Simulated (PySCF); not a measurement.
# Changing the system itself: N²⁺

How does N²⁺ answer to another spin, charge, distance or environment?

Method: method and basis as typed in the scripts; program: PySCF 2.14.0.

2 further runs of the same task are left out: 2 that didn't finish.

## (1) The atom

N²⁺: 1 atom, charge 2, spin multiplicity 2.

## (2) The base run

Contents of input.py:

```python
from pyscf import gto, scf, mcscf

mol = gto.M(
    atom='N 0 0 0',
    basis='6-311g**',
    charge=2,
    spin=1,
    verbose=4,
)
mf = scf.ROHF(mol)
mf.kernel()
mc = mcscf.CASCI(mf, 5, 3)
mc.kernel()
mc.analyze()
mf.dip_moment()
print('orbital energies (hartree):', mf.mo_energy[..., max(0, mol.nelec[1]-3):mol.nelec[0]+3].round(4))
```

The run is started by

```console
$ python input.py
```

Its log is not repeated here.

In short: E(SCF) = -52.808668 Eh, 7 cycles, E(CAS) − E(SCF) = -0.04274 Eh.

## (3) PCM, ε = 4.71

Variant 1 changes solvent: none (gas phase) → PCM, ε = 4.71; step after the SCF: casci → analyze.

Contents of input.py:

```python
from pyscf import gto, scf, solvent

mol = gto.M(
    atom='N 0 0 0',
    basis='6-311g**',
    charge=2,
    spin=1,
    verbose=4,
)
mf = scf.ROHF(mol)
mf = solvent.PCM(mf)
mf.with_solvent.eps = 4.71
mf.kernel()
mf.analyze()
print('orbital energies (hartree):', mf.mo_energy[..., max(0, mol.nelec[1]-3):mol.nelec[0]+3].round(4))
```

The run is started by

```console
$ python input.py
```

## (4) Electric field 0.05 a.u.

Variant 2 changes electric field: none → 0.05 a.u.

Edit input.py of step 2 so:

```diff
@@ -10,2 +10,7 @@
 mf = scf.ROHF(mol)
+field = 0.05  # electric field along z, atomic units
+h = mf.get_hcore() + field*mol.intor('int1e_r')[2]
+mf.get_hcore = lambda *args: h
+e_nuc = mol.energy_nuc() - field*mol.atom_charges() @ mol.atom_coords()[:, 2]
+mf.energy_nuc = lambda *args: e_nuc
 mf.kernel()
```

## (5) Electric field 0.2 a.u.

Variant 3 changes electric field: none → 0.2 a.u.

Edit input.py of step 2 so:

```diff
@@ -10,2 +10,7 @@
 mf = scf.ROHF(mol)
+field = 0.2  # electric field along z, atomic units
+h = mf.get_hcore() + field*mol.intor('int1e_r')[2]
+mf.get_hcore = lambda *args: h
+e_nuc = mol.energy_nuc() - field*mol.atom_charges() @ mol.atom_coords()[:, 2]
+mf.energy_nuc = lambda *args: e_nuc
 mf.kernel()
```

## (6) Electric field -0.01 a.u.

Variant 4 changes electric field: none → -0.01 a.u.

Edit input.py of step 2 so:

```diff
@@ -10,2 +10,7 @@
 mf = scf.ROHF(mol)
+field = -0.01  # electric field along z, atomic units
+h = mf.get_hcore() + field*mol.intor('int1e_r')[2]
+mf.get_hcore = lambda *args: h
+e_nuc = mol.energy_nuc() - field*mol.atom_charges() @ mol.atom_coords()[:, 2]
+mf.energy_nuc = lambda *args: e_nuc
 mf.kernel()
```

Q: Predict the outcome of this session. Wanted: for each run, E(SCF); from base; after the SCF.

As calculated:

```csv
run,E(SCF) (hartree),from base (eV),cycles,after the SCF
base,-52.808668,0,7,CASCI correlation -1.163 eV
"PCM, ε = 4.71",-53.257398,-12.2106,7,n/a
electric field 0.05 a.u.,-52.811963,not comparable,7,CASCI correlation -1.232 eV
electric field 0.2 a.u. (poor choice),-52.860980,not comparable,7,CASCI correlation -1.129 eV
electric field -0.01 a.u.,-52.808800,not comparable,7,CASCI correlation -1.227 eV
```

**Reading.** A continuum solvent with ε = 4.71 lowers the energy by 12.211 eV, a large gain because the system is charged. Rows marked «poor choice» come from settings spoiled on purpose.
